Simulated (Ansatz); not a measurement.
# PtSe2: the cost of one run

Program: Ansatz 0.2.0. Level of theory: DFT PBE+D3(BJ), scalar-relativistic, plane waves, PAW. These are calculated values, not measurements.

The COD entry's cell or inner coordinates are ideal or old and differ from later refinements, so a difference from it is no clean test against experiment.

4 further runs of the same task are left out: 4 set aside as unsound or not needed.

### 1 The structure to begin with

Symmetry: P-3m1, No. 164, trigonal system. The conventional cell has a = 3.772 Å, b = 3.772 Å, c = 4.821 Å, α = 90.00°, β = 90.00°, γ = 120.00°. Pt (site symmetry -3m) is surrounded by 6 Se at 2.53 Å. Se (site symmetry 3m) is surrounded by 3 Pt at 2.53 Å.

As a file:

```
Pt Se
1.0
     3.77196    0.00000    0.00000
    -1.88598    3.26661    0.00000
     0.00000    0.00000    4.82060
Pt Se
1 2
Cartesian
  0.0000 0.0000 0.0000
  0.0000 2.1777 1.2812
  1.8860 1.0889 3.5394
```

This cell was relaxed beforehand with the same method: volume 19.80 Å³/atom, gap on the mesh none (metal).

### 2 Relaxing at 1 GPa

What is minimised here is the enthalpy; the energy can go up as the cell is squeezed.

Input file input.yaml:

```yaml
crystal:
  lattice:
    - [3.7719619704, 0.0, 0.0]
    - [-1.8859809852, 3.2666148885, 0.0]
    - [0.0, 0.0, 4.8206041294]
  atoms:
    - { symbol: Pt, position: [0.0, 0.0, 0.0] }
    - { symbol: Se, position: [0.3333333333, 0.6666666667, 0.2657851324] }
    - { symbol: Se, position: [0.6666666667, 0.3333333333, 0.7342148676] }
basis:
  ecutwfc: 420
kpoints:
  mp_grid: { grid: [12, 12, 10] }
hamiltonian:
  xc: pbe
  dispersion: d3bj
scf:
  occupations: { method: fermi_dirac, width: 0.15 }
output:
  forces: true
  stress: true
  eigenvalues: true
relax:
  adjacent_minimum: "off"
  f_tol: 0.001
  max_steps: 60
  cell: { stress_tol: 0.02, p_target: 1.0 }
```

Command:

```sh
ansatz run input.yaml --threads 1 --pin off --max-ram 3072MiB --backend cpu --events-out ev --progress --plain --runs-dir out
```

What time and memory should one allow on 1 thread of AMD EPYC 9R45 (Zen 5), shared host?

About 39 s, with a peak of 0.59 GiB.
